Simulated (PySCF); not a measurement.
# CH₃AlBrN: electronic structure in real space

For CH₃AlBrN, the scripts below analyse its density (charges, bond critical points, surface potential) and see where an electron leaves and enters.

The runs use PySCF 2.14.0; levels as typed in each script, gas phase, geometry from GFN2-xTB.

### 1 The system as given

7 atoms, charge 0, spin multiplicity 1.

Bond lengths: C1–N2 1.140 Å, C1–H5 1.060 Å, N2–Al3 2.022 Å, Al3–Br4 2.268 Å, Al3–H6 1.541 Å, Al3–H7 1.543 Å. Angles: N2–C1–H5 179.7°, C1–N2–Al3 166.6°, N2–Al3–Br4 95.8°, N2–Al3–H6 99.4°, N2–Al3–H7 99.1°, Br4–Al3–H6 116.8°, Br4–Al3–H7 116.7°, H6–Al3–H7 120.6°.

Geometry (Å):

```xyz
7
CH3AlBrN
C    -2.67097    1.01944   -0.00200
N    -2.00570    0.09372    0.00513
Al   -0.47881   -1.23143   -0.00140
Br    1.17469    0.32109    0.00009
H    -3.29335    1.87737   -0.00814
H    -0.76540   -1.93957   -1.33969
H    -0.76528   -1.94017    1.33891
```

### 2 Density, bond paths and surface potential (HF/def2-tzvp)

The input, input.py:

```python
import numpy as np
from pyscf import gto, scf, dft
from pyscf.scf import atom_ks, atom_hf
from scipy.linalg import block_diag

def solve(mol, dm0=None, hcore=None):
    mf = scf.UHF(mol) if mol.spin else scf.RHF(mol)
    mf = mf.density_fit(auxbasis='def2-universal-jkfit')
    mf.conv_tol, mf.max_cycle = 1e-8, 80
    if hcore is not None:
        mf.get_hcore = lambda *args: hcore
    mf.kernel(dm0)
    if not mf.converged:
        mf = mf.newton().run(mf.mo_coeff, mf.mo_occ, max_cycle=30)
    assert mf.converged, 'SCF not converged'
    return mf

mol = gto.M(atom='''
C     -2.67097     1.01944    -0.00200
N     -2.00570     0.09372     0.00513
Al    -0.47881    -1.23143    -0.00140
Br     1.17469     0.32109     0.00009
H     -3.29335     1.87737    -0.00814
H     -0.76540    -1.93957    -1.33969
H     -0.76528    -1.94017     1.33891
''', basis='def2-tzvp', charge=0, spin=0, verbose=4)
mf = solve(mol)
mf.analyze()
# spherically averaged free atoms, for the promolecule
atm = scf.atom_hf.get_atm_nrhf(mol)
pro = block_diag(*[(atm[a[0]][2] * atm[a[0]][3]) @ atm[a[0]][2].T for a in mol._atom])
np.savez('result.npz', e=mf.e_tot, c=mf.mo_coeff, occ=mf.mo_occ, eps=mf.mo_energy, pro=pro, dip=mf.dip_moment(verbose=0), s2=mf.spin_square()[0])
```

On the command line:

```console
> OMP_NUM_THREADS=1 python input.py
```

### 4 Removing and adding an electron (PBE0/def2-svpd)

The input, input.py:

```python
import numpy as np
from pyscf import gto, scf, dft
from pyscf.scf import atom_ks, atom_hf
from scipy.linalg import block_diag

def solve(mol, dm0=None, hcore=None):
    mf = (dft.UKS if mol.spin else dft.RKS)(mol, xc='pbe0')
    mf.grids.level = 3
    mf = mf.density_fit(auxbasis='def2-universal-jkfit')
    mf.conv_tol, mf.max_cycle = 1e-8, 80
    if hcore is not None:
        mf.get_hcore = lambda *args: hcore
    mf.kernel(dm0)
    if not mf.converged:
        mf = mf.newton().run(mf.mo_coeff, mf.mo_occ, max_cycle=30)
    assert mf.converged, 'SCF not converged'
    return mf

mol = gto.M(atom='''
C     -2.67097     1.01944    -0.00200
N     -2.00570     0.09372     0.00513
Al    -0.47881    -1.23143    -0.00140
Br     1.17469     0.32109     0.00009
H     -3.29335     1.87737    -0.00814
H     -0.76540    -1.93957    -1.33969
H     -0.76528    -1.94017     1.33891
''', basis='def2-svpd', charge=0, spin=0, verbose=4)
mf = solve(mol)
out = dict(e0=mf.e_tot, dm0=mf.make_rdm1(), c=mf.mo_coeff, occ=mf.mo_occ, eps=mf.mo_energy)
for name, dq, spin in [('cation', 1, 1), ('anion', -1, 1)]:
    ion = mol.copy().set(charge=mol.charge + dq, spin=spin).build()
    mi = solve(ion)
    if spin and dq > 0 and mol.nao < 130:
        c, _, stable, _ = mi.stability(return_status=True)
        if not stable:
            mi = solve(ion, mi.make_rdm1(c, mi.mo_occ))
    print(name, 'vertical energy change / eV', (mi.e_tot - mf.e_tot) * 27.211386)
    out.update({'e_' + name: mi.e_tot, 'dm_' + name: mi.make_rdm1(), 's2_' + name: mi.spin_square()[0], 'eps_' + name: mi.mo_energy, 'occ_' + name: mi.mo_occ})
# spherically averaged free atoms, for the promolecule
atm = atom_ks.get_atm_nrks(mol, xc='pbe0')
pro = block_diag(*[(atm[a[0]][2] * atm[a[0]][3]) @ atm[a[0]][2].T for a in mol._atom])
np.savez('result.npz', pro=pro, **out)
```

(Steps that only read results are left out.)

Before running it: what results should come out? Wanted: dipole moment; HOMO, LUMO; vertical ionisation energy; vertical electron affinity.

**Answer**, as computed:

```
                                   quantity            value
               dipole moment (HF/def2-tzvp)           7.45 D
                  HOMO, LUMO (HF/def2-tzvp)  -10.25, 2.14 eV
vertical ionisation energy (PBE0/def2-svpd)          9.46 eV
vertical electron affinity (PBE0/def2-svpd)         -0.24 eV
```

What this shows: At HF/def2-tzvp: The highest Hirshfeld charge is on Al3 (+0.38 e), the lowest on Br4 (−0.28 e). The ionisation energy from two SCF runs, 9.46 eV, lies 2.1 eV above −ε(HOMO) = 7.37 eV of the same level, PBE0/def2-svpd, since self-interaction lifts this functional's HOMO. The geometry was not optimised at these levels.
